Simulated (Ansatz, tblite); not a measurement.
**F3H9MnN3−: one state, many levels**

How do method and basis change the picture of F3H9MnN3− (sextet)?

The runs use Ansatz 0.2.0, Gaussian basis; as each input shows.

Levels to be run: GFN1-xTB, GFN2-xTB, PBE-D4/def2-TZVPD, r2SCAN-D4/def2-TZVPD, B97M-V/def2-TZVPD, BHLYP-D4/def2-TZVPD, r2SCAN0-D4/def2-TZVPD, HSE06-D4/def2-TZVPD, ωB97X-V/def2-TZVPD, PBE+10HF/def2-SVPD, PBE+15HF/def2-SVPD, PBE+40HF/def2-SVPD, PBE-D4/def2-SVPD, PBE0-D4/def2-SVPD, HF/6-31G, B3LYP-D4/6-31G, MP2/def2-SVPD, RPA/def2-SVPD.

4 further runs of the same task are left out: 2 that didn't finish, 2 set aside as unsound or not needed.

### 1 The relaxed structure

The sextet was relaxed beforehand with B3LYP-D4/def2-SVPD.

16 atoms, charge -1, spin multiplicity 6.

Bond lengths: Mn1–F2 2.008 Å, Mn1–F3 2.016 Å, Mn1–F4 2.031 Å, Mn1–N9 2.332 Å, Mn1–N13 2.370 Å, N5–H6 1.029 Å, N5–H7 1.016 Å, N5–H8 1.029 Å, N9–H10 1.016 Å, N9–H11 1.015 Å, N9–H12 1.026 Å, N13–H14 1.015 Å, N13–H15 1.014 Å, N13–H16 1.024 Å. Angles: F2–Mn1–F3 114.3°, F2–Mn1–F4 123.6°, F2–Mn1–N9 89.9°, F2–Mn1–N13 97.7°, F3–Mn1–F4 122.0°, F3–Mn1–N9 87.5°, F3–Mn1–N13 94.1°, F4–Mn1–N9 95.6°, F4–Mn1–N13 75.9°, N9–Mn1–N13 170.7°, H6–N5–H7 108.0°, H6–N5–H8 103.8°, H7–N5–H8 108.0°, Mn1–N9–H10 111.0°, Mn1–N9–H11 115.0°, Mn1–N9–H12 101.7°, H10–N9–H11 109.5°, H10–N9–H12 109.4° and more.

No spin-orbit coupling is included. The ion is computed in the gas phase, without counter-ions or solvent.

PBE0-D4/def2-TZVPD was run before; its log isn't repeated, and its numbers join the tables.

### 2 GFN1-xTB

Tight binding, by tblite at 300 K electronic temperature and without a spin-polarisation term:

```python
tblite.interface.Calculator('GFN1-xTB', numbers, positions, charge=-1, uhf=5).singlepoint()
```

Energy -884.5834 eV; 0.014 s.

### 3 GFN2-xTB

Tight binding, by tblite at 300 K electronic temperature and without a spin-polarisation term:

```python
tblite.interface.Calculator('GFN2-xTB', numbers, positions, charge=-1, uhf=5).singlepoint()
```

Energy -835.5989 eV; 0.007 s.

### 4 PBE-D4/def2-TZVPD

start.molden holds the orbitals of an earlier run on this state, given as this run's starting guess.

The input, in.yaml:

```yaml
crystal:
  periodic: [false, false, false]
  atoms:
    - {symbol: Mn, position_ang: [0.630995, -0.367002, -0.004927]}
    - {symbol: F, position_ang: [-0.311234, -0.264134, 1.764916]}
    - {symbol: F, position_ang: [-0.594658, -0.275177, -1.602497]}
    - {symbol: F, position_ang: [2.631315, -0.660138, -0.197823]}
    - {symbol: N, position_ang: [-2.185621, 1.380149, 0.230783]}
    - {symbol: H, position_ang: [-1.930149, 0.835642, -0.603561]}
    - {symbol: H, position_ang: [-3.197366, 1.354339, 0.324627]}
    - {symbol: H, position_ang: [-1.780902, 0.841290, 1.008392]}
    - {symbol: N, position_ang: [0.735496, 1.961555, -0.081643]}
    - {symbol: H, position_ang: [1.051147, 2.282128, -0.992221]}
    - {symbol: H, position_ang: [1.302129, 2.390415, 0.643706]}
    - {symbol: H, position_ang: [-0.249297, 2.218102, 0.046383]}
    - {symbol: N, position_ang: [0.863196, -2.723338, -0.105197]}
    - {symbol: H, position_ang: [0.492320, -3.162510, -0.941308]}
    - {symbol: H, position_ang: [0.680771, -3.293229, 0.713892]}
    - {symbol: H, position_ang: [1.861860, -2.518112, -0.203514]}
basis:
  gaussian: {orbitals: def2-TZVPD, initial_orbitals: start.molden}
total_charge: -1
magnetization: {spin_polarized: true, initial_magnetization: 5}
hamiltonian: {xc: pbe, dispersion: d4}
scf: {omitted_lower_state_checks: [starts]}
output: {orbitals: {seedname: orbitals}}
```

On the command line:

```console
> ansatz run in.yaml --threads 4 --pin off --events-out ev --progress --plain --max-ram 8704MiB
```

After this run come: r2SCAN-D4/def2-TZVPD; B97M-V/def2-TZVPD; BHLYP-D4/def2-TZVPD; r2SCAN0-D4/def2-TZVPD; HSE06-D4/def2-TZVPD; ωB97X-V/def2-TZVPD; PBE+10HF/def2-SVPD; PBE+15HF/def2-SVPD; PBE+40HF/def2-SVPD; PBE-D4/def2-SVPD; PBE0-D4/def2-SVPD; HF/6-31G; B3LYP-D4/6-31G; MP2/def2-SVPD; RPA/def2-SVPD.

**Question.** What will the summary of the whole plan be? Wanted: gap in def2-TZVPD, named functionals, smallest and largest; gap over the share of exact exchange; correlation energy, MP2/def2-SVPD; ⟨S²⟩ in def2-TZVPD, named functionals, smallest and largest; PBE0 total energy, smallest basis above largest.

As calculated:

| quantity | value |
| --- | --- |
| gap in def2-TZVPD, named functionals, smallest and largest | 1.90 eV (PBE-D4), 8.35 eV (ωB97X-V) |
| gap over the share of exact exchange | 2.20 eV at 0, 6.83 eV at 0.4 |
| correlation energy, MP2/def2-SVPD | -40.81 eV |
| ⟨S²⟩ in def2-TZVPD, named functionals, smallest and largest | 8.753, 8.757 |
| PBE0 total energy, smallest basis above largest | 18.07 eV (def2-SVPD, def2-TZVPD) |

What this shows: Orbital gaps of the named functionals in def2-TZVPD span 1.90 eV (PBE-D4) to 8.35 eV (ωB97X-V); exact exchange widens it. Raising the share of exact exchange from 0 to 0.4 moves the HOMO by -3.53 eV and the LUMO by +1.10 eV. Over the named functionals in def2-TZVPD spin contamination reaches 0.01 (B97M-V), which is small. PBE-D4, r2SCAN-D4, B97M-V put the HOMO above zero: the outermost electron is held by the basis alone.
